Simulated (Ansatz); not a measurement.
**AlBrH5NSi: basis-set convergence**

One table from this session's results is given with a row withheld; the runs are named, their logs left out.

Computed with Ansatz 0.2.0, Gaussian basis. Level: one geometry, several basis sets.

The runs, in order: PBE0-D4/def2-SVP; ωB97M-V/def2-SVP; PBE0-D4/def2-QZVPP; ωB97M-V/def2-QZVPP; the functionals' def2-TZVPP values are taken from earlier runs.

## Structure used throughout

An earlier PBE0-D4 in a triple-zeta def2 set relaxation fixed the geometry.

9 atoms, charge 0, spin multiplicity 1.

Atoms are counted from 1 here; the program's logs count them from 0.

Bond lengths: Al1–N2 1.790 Å, Al1–H5 1.578 Å, Al1–H6 1.581 Å, N2–Si3 1.708 Å, N2–H7 1.013 Å, Si3–Br4 2.236 Å, Si3–H8 1.481 Å, Si3–H9 1.479 Å. Angles: N2–Al1–H5 117.3°, N2–Al1–H6 117.2°, H5–Al1–H6 125.4°, Al1–N2–Si3 128.4°, Al1–N2–H7 116.7°, Si3–N2–H7 114.7°, N2–Si3–Br4 112.4°, N2–Si3–H8 112.2°, N2–Si3–H9 108.3°, Br4–Si3–H8 104.9°, Br4–Si3–H9 106.9°, H8–Si3–H9 112.0°.

The first run:

in.yaml

```yaml
crystal:
  periodic: [false, false, false]
  atoms:
    - {symbol: Al, position_ang: [-0.242837, 1.794972, -0.064186]}
    - {symbol: N, position_ang: [-0.062787, 0.156299, 0.634514]}
    - {symbol: Si, position_ang: [0.026468, -1.341831, -0.181265]}
    - {symbol: Br, position_ang: [2.116354, -2.130939, -0.284685]}
    - {symbol: H, position_ang: [-0.422184, 1.899445, -1.628858]}
    - {symbol: H, position_ang: [-0.229776, 3.015383, 0.940212]}
    - {symbol: H, position_ang: [0.077761, 0.101796, 1.635887]}
    - {symbol: H, position_ang: [-0.747920, -2.400762, 0.506022]}
    - {symbol: H, position_ang: [-0.426578, -1.140662, -1.574741]}
basis:
  gaussian: {orbitals: def2-SVP}
hamiltonian: {xc: pbe0, dispersion: d4}
output: {orbitals: {seedname: orbitals}}
```

Steps of the session up to this table: PBE0-D4 in def2-SVP; ωB97M-V in def2-SVP; PBE0-D4 in def2-QZVPP; ωB97M-V in def2-QZVPP.

One table of the session follows, with a row left open; its other results are not shown here.

It belongs to the step «Functionals by basis». 

| functional | basis | HOMO (eV) |
| --- | --- | --- |
| PBE0-D4 | def2-SVP | ? |
| PBE0-D4 | def2-TZVPP | -8.12 |
| PBE0-D4 | def2-QZVPP | -8.13 |
| ωB97M-V | def2-SVP | -10.20 |
| ωB97M-V | def2-TZVPP | -10.35 |
| ωB97M-V | def2-QZVPP | -10.37 |

**Question.** Estimate the row for PBE0-D4, def2-SVP.

As computed: HOMO (eV): -8.01. In the column «HOMO (eV)» it is the highest.
